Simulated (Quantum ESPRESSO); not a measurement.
**AlSi2Cl: zone-centre phonons under several settings**

```
CELL_PARAMETERS angstrom
3.80282 0.00000 0.00000
-1.90141 3.29334 0.00000
0.00000 0.00000 4.98986
ATOMIC_POSITIONS crystal
Al 0.66667 0.33333 0.50000
Si 0.00000 0.00000 0.74682
Si 0.00000 0.00000 0.25318
Cl 0.33333 0.66667 0.00000
```

The cell was built by a generator and needn't be a form met in nature.

All runs used Quantum ESPRESSO 7.5; potentials GBRV 1.5 PBE; given cell; no spin polarisation; cutoff 612 eV; occupations fermi-dirac, width 0.05 eV.

| level | k mesh (s: shifted) | pressure (GPa) | lowest optical mode without the field (cm⁻¹) | highest optical mode without the field (cm⁻¹) |
| --- | --- | --- | --- | --- |
| PBE | 4 × 4 × 4 | ? | ? | ? |
| PBE | 6 × 6 × 4 | 21.2 | 15i | 424 |
| PBE | 6 × 6 × 6 | 21.1 | 37i | 438 |

Problem. What stands in the row left open?

Solution. Pressure 21.1 GPa; lowest optical mode without the field 73 cm⁻¹; highest optical mode without the field 386 cm⁻¹.

Values marked i are imaginary: the cell is unstable against those modes at that level, or the meshes are too thin.

Caveats: some runs use coarse meshes; the atoms weren't relaxed first, which shifts the frequencies; the mesh is thin for the phonons of a metal; the cell is more than 3 GPa from zero pressure, which shifts response properties; some modes are imaginary (some runs).

For the row left open. Caveat: the k mesh is coarse (spacing up to 0.48 Å⁻¹), so the values aren't converged; the atoms weren't relaxed first, which shifts the frequencies; the mesh is thin for the phonons of a metal; the cell is more than 3 GPa from zero pressure, which shifts response properties.
